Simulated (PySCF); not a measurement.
**BGeH₆N: electronic excitations and core binding energies**

What electronic excitations and core binding energies should BGeH₆N (`B[NH][GeH3]`) show?

Programs: PySCF 2.14.0, with density-fitted response routines of our own. Each step states its level of theory. These are calculated values for one molecule in the gas phase, unless marked as measured. Atoms are numbered from 0 throughout.

## Step 1: The molecule as given

9 atoms, charge 0, multiplicity 1; geometry from: GFN2-xTB.

Bonds of the start (Å): B0–N1 1.39, N1–Ge2 1.83, B0–H3 1.17, B0–H4 1.17, N1–H5 1.01, Ge2–H6 1.50, Ge2–H7 1.49, Ge2–H8 1.50.

## Step 2: TDDFT and polarisability: CAM-B3LYP/def2-SVPD

Job settings and geometry (Å):

```
{"job": {"kind": "uv", "xc": "CAM-B3LYP", "basis": "def2-SVPD", "nstates": 8, "ntriplets": 3}, "charge": 0, "multiplicity": 1}
B      1.581088    -0.238103    -0.218598
N      0.434140     0.078900     0.507147
Ge    -1.321199     0.130020     0.004023
H      1.464056    -0.525370    -1.348102
H      2.627905    -0.210564     0.309040
H      0.572025     0.324023     1.479761
H     -2.092706    -0.854925     0.835854
H     -1.402930    -0.207555    -1.443671
H     -1.848817     1.509568     0.276605
```

Method: TDDFT CAM-B3LYP/def2-SVPD, vertical, gas phase, core orbitals frozen in the response.

Started as:

```sh
$ OMP_NUM_THREADS=1 python probes_run.py task.json out
```

The driver reads the jobs from task.json and runs them one after another.

Standard output:

```text
coarse grid: 32552 points
cycle   1  E = -2159.9536207559  dE = -5.214e-01  |g| = 5.048e-01  |ddm| = 4.038e+00
cycle   2  E = -2159.9505361090  dE =  3.085e-03  |g| = 5.494e-01  |ddm| = 1.123e+00
cycle   3  E = -2159.9943144539  dE = -4.378e-02  |g| = 5.202e-02  |ddm| = 5.977e-01
cycle   4  E = -2159.9948414953  dE = -5.270e-04  |g| = 2.928e-02  |ddm| = 9.151e-02
cycle   5  E = -2159.9949962839  dE = -1.548e-04  |g| = 3.415e-03  |ddm| = 3.051e-02
cycle   6  E = -2159.9949993883  dE = -3.104e-06  |g| = 7.496e-04  |ddm| = 7.925e-03
final grid: 67472 points
cycle   7  E = -2159.9949735901  dE = -9.914e-08  |g| = 6.463e-04  |ddm| = 2.232e-03
cycle   8  E = -2159.9949735734  dE =  1.667e-08  |g| = 7.404e-04  |ddm| = 1.446e-03
cycle   9  E = -2159.9949736897  dE = -1.163e-07  |g| = 8.744e-05  |ddm| = 6.821e-04
cycle  10  E = -2159.9949736916  dE = -1.913e-09  |g| = 1.309e-05  |ddm| = 1.073e-04
cycle  11  E = -2159.9949736916  dE = -6.412e-11  |g| = 5.296e-06  |ddm| = 4.102e-05
converged SCF energy = -2159.9949736916

Static polarisability (au): isotropic 53.079, principal 45.113 50.026 64.098

Singlet excitations
state   eV       nm        f      main configurations
  1   7.0379    176.2   0.00006   H-1->L+1 0.94
  2   7.1999    172.2   0.00276   H->L 0.80, H->L+2 0.13
  3   7.7821    159.3   0.29825   H->L+1 0.92
  4   7.9695    155.6   0.02838   H->L+2 0.77, H->L 0.15
  5   8.2127    151.0   0.00225   H-1->L 0.86
  6   8.4701    146.4   0.00148   H->L+3 0.60, H->L+4 0.33
  7   8.7675    141.4   0.06328   H->L+4 0.36, H->L+6 0.34, H-3->L 0.11
  8   8.8111    140.7   0.03722   H->L+5 0.89

Triplet excitations (Tamm-Dancoff, eV): 6.0471 6.4031 6.9050
```

It took 15 s on 1 thread of Arm Neoverse V1, shared host; peak memory 0.53 GiB.

Frontier orbitals and where they lie:

```
orbital      eV                       atoms
 HOMO−3  -11.86  Ge2 35 %, N1 19 %, H6 18 %
 HOMO−2  -11.30  Ge2 40 %, H7 31 %, H8 10 %
 HOMO−1  -10.26   B0 36 %, H4 21 %, H3 18 %
   HOMO   -9.69  N1 50 %, Ge2 15 %, B0 13 %
   LUMO    0.85  Ge2 40 %, B0 22 %, H5 10 %
 LUMO+1    1.17   B0 48 %, N1 20 %, H3 12 %
 LUMO+2    1.20  Ge2 50 %, H8 12 %, H7 11 %
```

With each of the 8 states as a Gaussian band of 0.4 eV half-width at 1/e, the curve within the window shown has maxima at 159 nm (ε 13,000), 141 nm (ε 4,100) L/(mol cm). Beyond the last state computed it falls off for lack of states. The curve at chosen wavelengths:

```csv
nm,ε (L/mol/cm)
136,2089
138,3218
140,3995
143,3941
145,3419
147,3174
149,3749
152,6517
154,9139
156,11526
158,12907
161,12310
163,10421
165,7991
167,5597
170,2826
172,1650
174,917
176,495
179,193
181,105
183,58
185,32
188,14
190,7
192,4
```

Leading natural transition orbitals of singlet state 3: the hole lies on N1 58 %; B0 13 %; H6, H8 about 9 % each; the particle on B0 41 %; H3, H4 about 19 % each; N1 11 %.

Leading natural transition orbitals of singlet state 1: the hole lies on H3, H4 about 34 % each; B0 16 %; N1 7 %; the particle on B0 46 %; H3, H4 about 18 % each; N1 13 %.

Further results of this job:

```
           property  computed
  dipole moment (D)      1.67
polarisability (Å³)      7.87
 HOMO–LUMO gap (eV)     10.55
      −ε(HOMO) (eV)      9.69
```

The fields below are evaluated on a grid from the run's orbitals.

Frontier orbitals at CAM-B3LYP/def2-SVPD, with the share of their density that lies nearest to each atom:

```
orbital  energy (eV)                                   lies on
   HOMO        -9.69  N1 51 %; H6, H8 about 13 % each; B0 12 %
   LUMO         0.85  H5 25 %; H6, H8 about 17 % each; H7 13 %
```

ELF in a plane through or near 7 of the atoms.

Ten even steps from ' ' (0.00) to '@' (1.00):
```
                                                        
                                                        
                                                        
                                                        
                      ==%%##==                          
          ..::      --%%@@@@##..                        
        ++%%@@**::  --%%@@@@##..    ....                
      ::@@@@@@@@%%..::**@@%%##::..::--::::              
      ++@@@@@@@@@@++++##--==##++....::----..            
      ++@@@@@@@@@@..--%%==++%%::++**==::--..            
      ::%%@@@@@@++@@::++##****..**++**..::..            
        ..--==++**--++==....::::::--::::::              
            ::##@@@@@@@@::  ..##%%####**--              
            --@@@@@@@@@@==  ::@@@@@@@@@@**              
            --@@@@@@@@@@::  ..@@@@@@@@@@##..            
              ##@@@@@@##      %%@@@@@@@@**              
                ::==--..      --%%@@%%==..              
                                                        
                                                        
                                                        
```
The map spans 10.4 Å across and 8.4 Å up, centred on the molecule. Atoms in the plane (x, y in Å): B0 (-1.6, -0.2), N1 (-0.4, 0.5), Ge2 (1.3, -0.1), H3 (-1.6, -1.4), H4 (-2.6, 0.4), H5 (-0.5, 1.5), H7 (1.3, -1.6).

On the surface of density 0.002 e/bohr³ the electrostatic potential runs, from the 1st to the 99th percentile, from -0.52 to 1.71 V.

## Step 3: Core holes by ΔSCF: SCAN, X2C

Settings changed since step 2:

```diff
@@ -1,2 +1,2 @@
-{"job": {"kind": "uv", "xc": "CAM-B3LYP", "basis": "def2-SVPD", "nstates": 8, "ntriplets": 3}, "charge": 0, "multiplicity": 1}
+{"job": {"kind": "xps"}, "charge": 0, "multiplicity": 1}
 B      1.581088    -0.238103    -0.218598
```

Level: delta-SCF UKS SCAN, pcX-2 on the ionised atom, pcseg-1 elsewhere, spin-free X2C.

Standard output:

```text
ground state, core basis on atom 0 (B), 116 functions
  cycle   1  E = -2177.13223189  |g| = 4.21e-01
  cycle   2  E = -2177.07430576  |g| = 6.44e-01
  cycle   3  E = -2177.17384912  |g| = 1.14e-01
  cycle   4  E = -2177.17721274  |g| = 2.75e-02
  cycle   5  E = -2177.17742808  |g| = 4.05e-03
  cycle   6  E = -2177.17743177  |g| = 8.73e-04
  cycle   7  E = -2177.17743266  |g| = 2.51e-04
  E(ground) = -2177.31281788 Eh
hole in B 1s of atom 0
  cycle   1  E = -2169.59243593  |g| = 1.16e+00
  cycle   2  E = -2168.02481562  |g| = 1.75e+00
  cycle   3  E = -2169.86327463  |g| = 4.23e-01
  cycle   4  E = -2169.99465206  |g| = 9.51e-02
  cycle   5  E = -2169.99814261  |g| = 5.41e-02
  cycle   6  E = -2169.99912291  |g| = 3.87e-02
  cycle   7  E = -2169.99998598  |g| = 1.46e-02
  cycle   8  E = -2170.00030516  |g| = 9.03e-03
  cycle   9  E = -2170.00062808  |g| = 6.90e-03
  cycle  10  E = -2170.00078358  |g| = 4.16e-03
  cycle  11  E = -2170.00080383  |g| = 2.01e-03
  cycle  12  E = -2170.00082400  |g| = 7.16e-04
  cycle  13  E = -2170.00082558  |g| = 2.69e-04
  E(ion) = -2170.13635168 Eh   <S^2> = 0.8984   hole on atom = 1.000   binding energy = 195.282 eV
ground state, core basis on atom 1 (N), 116 functions
  cycle   1  E = -2177.19794857  |g| = 7.24e-02
  cycle   2  E = -2177.19791735  |g| = 1.81e-02
  cycle   3  E = -2177.19777105  |g| = 3.16e-02
  cycle   4  E = -2177.19800111  |g| = 3.03e-03
  cycle   5  E = -2177.19799845  |g| = 3.46e-04
  E(ground) = -2177.33126799 Eh
hole in N 1s of atom 1
  cycle   1  E = -2161.61047281  |g| = 1.87e+00
  cycle   2  E = -2160.98004204  |g| = 2.08e+00
  cycle   3  E = -2162.28121062  |g| = 3.65e-01
  cycle   4  E = -2162.32385192  |g| = 7.08e-02
  cycle   5  E = -2162.32584981  |g| = 1.71e-02
  cycle   6  E = -2162.32599627  |g| = 5.27e-03
  cycle   7  E = -2162.32600831  |g| = 1.41e-03
  cycle   8  E = -2162.32601046  |g| = 4.62e-04
  E(ion) = -2162.45793205 Eh   <S^2> = 0.7664   hole on atom = 1.000   binding energy = 404.724 eV
```

It took 11 s on 1 thread of Arm Neoverse V1, shared host; peak memory 0.5 GiB.

The holes in one table. −ε is the ground-state orbital energy:

```
     hole  stands for                  environment          ΔSCF (eV)  −ε (eV)   ⟨S²⟩
B1s on B0          B0       boron bonded to N, 2 H  195.28 (doubtful)    179.5  0.898
N1s on N1          N1  nitrogen bonded to B, Ge, H             404.72    386.0  0.766
```

Doubtful: the ion did not converge, its hole moved, or its ⟨S²⟩ is well above 0.75.

## Step 4: Summary of results

| quantity | value |
| --- | --- |
| lowest singlet (CAM-B3LYP/def2-SVPD) | 7.04 eV (176 nm), f = 0.000 |
| brightest single state of those computed | state 3, 7.78 eV, f = 0.298 |
| lowest triplet | 6.05 eV |
| surface potential, 1st and 99th percentile | -0.52 V and 1.71 V |
| N1s binding energies, SCAN/pcX-2 | N1 404.72 eV |

What this shows: The lowest singlet, at 7.04 eV, is HOMO−1→LUMO+1 0.94 and is dark; of the 8 states computed, the strongest absorption comes from state 3 at 7.78 eV. The lowest triplet lies 0.99 eV below the lowest singlet (triplets in Tamm-Dancoff, singlets in full TDDFT).
